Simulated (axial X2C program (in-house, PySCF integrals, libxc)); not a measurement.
**GaO: properties at the nuclei**

Aim: properties at the nuclei of GaO, with spin–orbit coupling in the Hamiltonian from the start.

The runs use an in-house X2C program for linear molecules on PySCF integrals; two-component X2C with atomic mean-field terms, Ga dyall-cv3z, O dyall-av3z.

All values are calculated.

## Step 1: Set-up

File task.json:

```json
{
 "zs": [
  31,
  8
 ],
 "q": 0,
 "bas": [
  "dyall-cv3z",
  "dyall-av3z"
 ],
 "r0": 1.74,
 "levels": [
  "PBE0",
  "HF",
  "r2SCAN",
  "BP86",
  "PBE"
 ],
 "nst": 3
}
```

Keys: zs atomic numbers; q charge; bas basis sets; r0 starting distance in Å; levels methods (HF also brings MP2); nst determinants followed.

The run is started by

```bash
python soeom.py task.json out
```

Further steps of the session: Expectation values, lowest determinant; Expectation values, a higher determinant.

**Question.** What will these runs give? Wanted: lowest determinant; Eeff magnitude; Ws magnitude Ga; A∥/gI Ga; qzz Ga; higher determinant (for each run or level that gives them).

As calculated:

| quantity | value |
| --- | --- |
| lowest determinant | Ω = 1/2 (excess of +ω over −ω: ω = 1/2) |
| Eeff magnitude (GV/cm), PBE0 | 2.45 |
| Ws magnitude Ga (kHz), PBE0 | 2.15 |
| A∥/gI Ga (MHz), PBE0 | 703 |
| qzz Ga (a.u.), PBE0 | -1.82 |
| higher determinant | Ω = 3/2 (excess of +ω over −ω: ω = 3/2) |
| Eeff magnitude (GV/cm), PBE0, higher determinant | 0.031 |
| Ws magnitude Ga (kHz), PBE0, higher determinant | 0.012 |
| A∥/gI Ga (MHz), PBE0, higher determinant | 40.1 |
| qzz Ga (a.u.), PBE0, higher determinant | -3.92 |

In words: In the first state, the effective field runs from 1.66 to 2.59 GV/cm over the mean-field levels. The expectation values come from single determinants, which for open shells can mix terms of unlike spin or miss the lowest Ω, so a determinant need not be a state. Eeff is the effective electric field on the electron dipole moment in this Ω state and Ws the scalar–pseudoscalar constant (defined with the proton number Z and per Ω); A∥ is the parallel hyperfine constant, which follows by multiplying with the nuclear g factor gI = μI/(I μN); qzz is the electric field gradient, eQq0 = 234.96 MHz × Q/barn × qzz; μ is positive if O is the positive end. The operators were transformed with the bare-nucleus X2C matrices.
